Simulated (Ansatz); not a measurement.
**AlCl₂H₂N: up Jacob's ladder to CCSD(T)**

The task here is to estimate one member of a computed series from the others.

The runs use Ansatz 0.2.0, Gaussian basis; functionals in def2-TZVPP, the program's frozen cores in correlated methods.

The runs, in order: LDA (SPW92), PBE-D4, revPBE-D4, BLYP-D4, r2SCAN-D4, B97M-V, PBE0-D4, B3LYP-D4, r2SCANh-D4, r2SCAN0-D4, HSE06-D4, BHLYP-D4, CAM-B3LYP-D4, LC-ωPBE, ωB97X-V, ωB97M-V, B2PLYP, PBE-QIDH; CCSD(T)/def2-SVP; CCSD(T)/def2-TZVPP; MP2/def2-QZVPP; extrapolation to the limit; RPA on PBE.

## The relaxed structure

An earlier PBE0-D4 in a triple-zeta def2 set relaxation fixed the geometry.

SMILES `[NH2][Al]([Cl])[Cl]`, 6 atoms, charge 0, spin multiplicity 1.

Atoms are counted from 1 here; the program's logs count them from 0.

Bond lengths: N1–Al2 1.747 Å, N1–H5 1.006 Å, N1–H6 1.006 Å, Al2–Cl3 2.082 Å, Al2–Cl4 2.082 Å. Angles: Al2–N1–H5 124.4°, Al2–N1–H6 124.4°, H5–N1–H6 111.2°, N1–Al2–Cl3 120.1°, N1–Al2–Cl4 120.1°, Cl3–Al2–Cl4 119.9°.

The first run:

The input, in.yaml:

```yaml
crystal:
  periodic: [false, false, false]
  atoms:
    - {symbol: N, position_ang: [-0.150798, 1.005350, -0.088975]}
    - {symbol: Al, position_ang: [0.116470, -0.715268, 0.048672]}
    - {symbol: Cl, position_ang: [1.566354, -1.444252, 1.352842]}
    - {symbol: Cl, position_ang: [-1.014326, -2.040600, -1.091172]}
    - {symbol: H, position_ang: [0.356869, 1.702827, 0.429397]}
    - {symbol: H, position_ang: [-0.832469, 1.427943, -0.696965]}
basis:
  gaussian: {orbitals: def2-TZVPP}
hamiltonian: {xc: lda}
output: {orbitals: {seedname: orbitals}}
```

Steps of the session up to this table: LDA; PBE-D4 (GGA); revPBE-D4 (GGA); BLYP-D4 (GGA); r2SCAN-D4 (meta-GGA); B97M-V (meta-GGA); PBE0-D4 (hybrid); B3LYP-D4 (hybrid); r2SCANh-D4 (hybrid); r2SCAN0-D4 (hybrid); HSE06-D4 (hybrid); BHLYP-D4 (hybrid); CAM-B3LYP-D4 (range-separated); LC-ωPBE-D4 (range-separated; the results give it without D4); ωB97X-V (range-separated); ωB97M-V (range-separated); B2PLYP (double hybrid); PBE-QIDH (double hybrid).

One of the session's tables, all rows but one given; the rest of the session is left out.

It belongs to the step «Frontier levels by functional». 

```
  functional  HOMO (eV)  gap (eV)
 LDA (SPW92)      -6.79      5.10
      PBE-D4      -6.60      5.16
   revPBE-D4      -6.53      5.23
     BLYP-D4      -6.45      5.08
   r2SCAN-D4      -6.91      5.95
      B97M-V          ?         ?
     PBE0-D4      -8.03      7.43
    B3LYP-D4      -7.76      6.89
  r2SCANh-D4      -7.44      6.75
  r2SCAN0-D4      -8.24      7.93
    HSE06-D4      -7.62      6.65
    BHLYP-D4      -9.35      9.52
CAM-B3LYP-D4      -9.48      9.79
     LC-ωPBE     -10.96     12.55
     ωB97X-V     -10.54     11.91
     ωB97M-V     -10.41     11.46
```

Estimate the missing values for B97M-V.

The run gave: HOMO (eV): -6.93; gap (eV): 5.77. In the column «HOMO (eV)» it lies between r2SCANh-D4 (-7.44) and r2SCAN-D4 (-6.91).
